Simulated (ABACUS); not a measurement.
HPbNO4:

```xyz
7
Lattice="4.2041 0.0000 0.0000 2.0217 3.8395 0.0000 2.0469 1.2790 6.2813" Properties=species:S:1:pos:R:3 pbc="T T T"
Pb    4.2925    4.6959    5.5497
O     6.4140    3.5006    4.9249
O     2.3104    1.0037    0.7095
O     2.3185    0.7238    2.8804
O     2.2113    2.7408    2.0273
N     2.2802    1.4940    1.8951
H     6.4119    3.4218    3.9444
```

The cell was built by a generator and needn't be a form met in nature.

Base run:

* Program: ABACUS 3.10.1
* Functional: revPBE
* Potentials or basis: SG15 ONCV 1.2 PBE
* Cutoff: 1361 eV
* Density cutoff: 5442 eV
* Basis: DZP LCAO (the cutoffs set its grid)
* k mesh: 7 × 7 × 5
* Occupations: fermi-dirac, width 0.05 eV
* Spin: no spin polarisation

Its results: band gap on the k mesh 2.79 eV, indirect (least direct gap 2.82 eV); pressure 5.5 GPa; largest force 1.557 eV/Å.

Q: After a change of settings the same cell gave: band gap on the k mesh 2.90 eV, indirect (least direct gap 2.92 eV); pressure 3.7 GPa; largest force 1.758 eV/Å. Which change was it?
A. functional from revPBE to PBEsol
B. functional from revPBE to LDA
C. functional from revPBE to WC
D. functional from revPBE to TPSS

A: D.

TPSS gives the wider gap, since meta-GGAs in the generalised Kohn-Sham scheme recover part of the derivative discontinuity.

Caveats: the atomic orbitals were generated for these runs and aren't a published set; the potentials were made for another functional, which shifts forces and pressure; spin-orbit coupling is left out, which as a rule narrows the gap of such compounds by several tenths of an eV; an odd mesh through Γ misses points on the zone boundary, where band edges often lie; the basis of atomic orbitals isn't converged, which shifts pressures, moduli and gaps.

Not every run made on this cell is shown here.
